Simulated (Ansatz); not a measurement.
This script for the Ansatz DFT code, driven from Python starts 4 runs on GeK. What input does the engine get in each?

`basis_gek.py`
```python
import ansatz as az
from ase import Atoms

atoms = Atoms(['K', 'Ge'], positions=[
    (0.0, 0.0, 0.0),
    (0.0, 0.0, 3.105),
])
gek = az.Crystal.molecule_from_ase(atoms)

model = (
    gek.calculation()
    .functional('HF')
    .spin('collinear', total=1)
)

energies = {}
for basis in ['def2-SVP', 'def2-SVPD', 'def2-TZVP', 'def2-TZVPP']:
    summary = model.basis(gaussian=basis).run(threads=1).report
    size = summary['n_frozen'] + summary['n_occupied'][0] + summary['n_virtual'][0]
    energies[basis] = (summary['reference_energy_ev'] / 27.211386246, summary['free_energy_ev'] / 27.211386246)
    print(f'{basis:14s} {size:4d} orbitals  reference {energies[basis][0]:14.6f} Ha  total {energies[basis][1]:14.6f} Ha')

last = energies['def2-TZVPP'][1]
for basis, (_, total) in energies.items():
    print(f'{basis:14s} lies {27.211386 * (total - last):9.4f} eV above def2-TZVPP')
```

Run 1:
```yaml
crystal:
  periodic: [false, false, false]
  atoms:
    - { symbol: K, position_ang: [0.0, 0.0, 0.0] }
    - { symbol: Ge, position_ang: [0.0, 0.0, 3.105] }
basis:
  gaussian:
    orbitals: def2-SVP
hamiltonian:
  xc: hf
magnetization:
  spin_polarized: true
  initial_magnetization: 1.0
```

Run 2, against run 1:
```diff
-    orbitals: def2-SVP
+    orbitals: def2-SVPD
```

Run 3, against run 1:
```diff
-    orbitals: def2-SVP
+    orbitals: def2-TZVP
```

Run 4, against run 1:
```diff
-    orbitals: def2-SVP
+    orbitals: def2-TZVPP
```

```console
$ python basis_gek.py
def2-SVP         56 orbitals  reference   -2674.150592 Ha  total   -2674.150592 Ha
def2-SVPD        65 orbitals  reference   -2674.152835 Ha  total   -2674.152835 Ha
def2-TZVP        81 orbitals  reference   -2674.492766 Ha  total   -2674.492766 Ha
def2-TZVPP       81 orbitals  reference   -2674.492766 Ha  total   -2674.492766 Ha
def2-SVP       lies    9.3110 eV above def2-TZVPP
def2-SVPD      lies    9.2500 eV above def2-TZVPP
def2-TZVP      lies    0.0000 eV above def2-TZVPP
def2-TZVPP     lies    0.0000 eV above def2-TZVPP
```

Against def2-SVP: def2-SVPD -2.2 mHa, def2-TZVP -342.2 mHa and def2-TZVPP -342.2 mHa. The last step alone is +0.00 mHa (these two sets differ little on atoms other than hydrogen). From the first set to the last the time grows from 7.5 to 17.7 s.

What to keep in mind:
- The drop along the ladder measures the basis error, and is no property of the molecule.
- The geometry is a force-field or estimated start, not a minimum of this method, and the last set is no limit. Much of the fall in a total is atomic energy, which cancels in bond and reaction energies.
- The run takes the species as open-shell (spin multiplicity 2), which needn't be its ground state.
- The expectation value of S² is noticeably off S(S+1) in at least one run, so that state is spin-contaminated.
- The spin state was assumed, and another may lie lower.
- The whole script took 53 s on 1 thread of Arm Neoverse V1, with other jobs on the host, peak memory 0.29 GiB.
